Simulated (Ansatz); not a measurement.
# Sn3C: the cost of one run

Computed with Ansatz 0.2.0 (reference: DFT, HSE06, plane waves, PAW, unless a step's input says otherwise).

## 1. The starting structure

It takes space group P-4m2 (No. 115, tetragonal). The conventional cell has a = 3.881 Å, b = 3.881 Å, c = 6.558 Å, α = 90.00°, β = 90.00°, γ = 90.00°. C (site symmetry -4m2) is surrounded by 4 Sn at 2.27 Å. Sn (site symmetry 2mm) is surrounded by 2 C at 2.27 Å. Sn (site symmetry -4m2) has 4 Sn at 2.86 Å as nearest neighbours.

As a file:

```xyz
4
Lattice="3.8807 0.0000 0.0000 0.0000 3.8807 0.0000 0.0000 0.0000 6.5575" Properties=species:S:1:pos:R:3 pbc="T T T"
C     0.0000    0.0000    0.0000
Sn    0.0000    1.9403    1.1726
Sn    1.9403    1.9403    3.2788
Sn    1.9403    0.0000    5.3849
```

## 2. Reference

Contents of input.yaml:

```yaml
crystal:
  lattice:
    - [3.880693875, 0.0, 0.0]
    - [0.0, 3.880693875, 0.0]
    - [0.0, 0.0, 6.5575212838]
  atoms:
    - { symbol: C, position: [0.0, 0.0, 0.0] }
    - { symbol: Sn, position: [0.0, 0.5, 0.1788197006] }
    - { symbol: Sn, position: [0.5, 0.5, 0.5] }
    - { symbol: Sn, position: [0.5, 0.0, 0.8211802994] }
kpoints:
  mp_grid: { grid: [4, 4, 2] }
hamiltonian:
  xc: hse06
scf:
  occupations: { method: fermi_dirac, width: 0.02 }
  n_extra_bands: 5
output:
  forces: true
  stress: true
  eigenvalues: true
```

On the command line:

```bash
ansatz run input.yaml --threads 4 --pin off --max-ram 3686MiB --backend cpu --events-out ev --progress --plain --runs-dir out
```

What time and memory should one allow on 4 threads of Arm Neoverse N1, shared host?

About 31 s, with a peak of 1.1 GiB.
